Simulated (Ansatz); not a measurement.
# CH3BOS: the cost of one run

All numbers are computed with Ansatz 0.2.0 through its Python package. Level of theory: B3LYP+D4/cc-pVTZ.

### 1 Starting point

Bond lengths: O1–B2 1.397 Å, B2–C3 1.535 Å, B2–S4 1.986 Å, C3–S4 1.682 Å, O1–H5 1.019 Å, C3–H6 1.117 Å, C3–H7 1.160 Å. Angles: O1–B2–C3 151.5°, O1–B2–S4 153.1°, C3–B2–S4 55.3°, B2–O1–H5 106.7°, B2–C3–S4 76.1°, B2–C3–H6 115.2°, B2–C3–H7 114.9°, S4–C3–H6 117.1°, S4–C3–H7 112.0°, H6–C3–H7 115.7°, B2–S4–C3 48.6°.

The script reads ch3bos.xyz:

```xyz
7

O    -1.00400    1.07710   -1.17960
B    -0.31880    0.07790   -0.48400
C     0.73900   -0.37590    0.53140
S     0.13330   -1.81620   -0.09150
H    -1.82930    1.30530   -0.62790
H     0.50330   -0.14500    1.59830
H     1.83780   -0.19130    0.20760
```

### 2 The code

Input file bde.py:

```python
# -*- coding: utf-8 -*-
"""Cost of removing each kind of hydrogen from CH3BOS, fragments frozen."""

import ansatz as az

BASIS_SET = "cc-pVTZ"
XC = "B3LYP"
DISPERSION = "d4"


def total_energy(molecule, charge=0, unpaired=0):
    calc = molecule.calculation().basis(gaussian=BASIS_SET).functional(XC, dispersion=DISPERSION)
    if charge:
        calc = calc.charge(charge)
    if unpaired:
        calc = calc.spin("collinear", total=unpaired)
    report = calc.run(threads=1).report
    if report["published_state_doubts"]:
        print("  doubts:", report["published_state_doubts"])
    return report["free_energy_ev"]

def without(molecule, index):
    rest = az.Crystal.molecule()
    for i, site in enumerate(molecule.cartesian_sites):
        if i != index:
            rest = rest.atom(site.symbol, site.position_ang)
    return rest


def main():
    mol = az.Crystal.molecule_from_extxyz("ch3bos.xyz")

    whole = total_energy(mol, 0)
    hydrogen = total_energy(az.Crystal.molecule().atom("H", (0, 0, 0)), 0, 1)
    print(f"E(molecule) = {whole:.5f} eV, E(H) = {hydrogen:.5f} eV")
    for index in [4, 6]:
        radical = total_energy(without(mol, index), 0, 1)
        print(f"H{index}: homolysis {96.485332 * (radical + hydrogen - whole):.1f} kJ/mol")


if __name__ == "__main__":
    main()
```

### 3 The input behind the calls

The engine receives this input (first run):

```yaml
crystal:
  periodic: [false, false, false]
  atoms:
    - { symbol: O, position_ang: [-1.004, 1.0771, -1.1796] }
    - { symbol: B, position_ang: [-0.3188, 0.0779, -0.484] }
    - { symbol: C, position_ang: [0.739, -0.3759, 0.5314] }
    - { symbol: S, position_ang: [0.1333, -1.8162, -0.0915] }
    - { symbol: H, position_ang: [-1.8293, 1.3053, -0.6279] }
    - { symbol: H, position_ang: [0.5033, -0.145, 1.5983] }
    - { symbol: H, position_ang: [1.8378, -0.1913, 0.2076] }
basis:
  gaussian:
    orbitals: cc-pVTZ
hamiltonian:
  xc: b3lyp
  dispersion: d4
```

### 4 The run

The run is started by

```bash
$ python bde.py
```

Q: Estimate wall time and peak memory on 1 thread of Intel Xeon Platinum 8488C (Sapphire Rapids), shared host.

About 19 s, with a peak of 0.39 GiB.
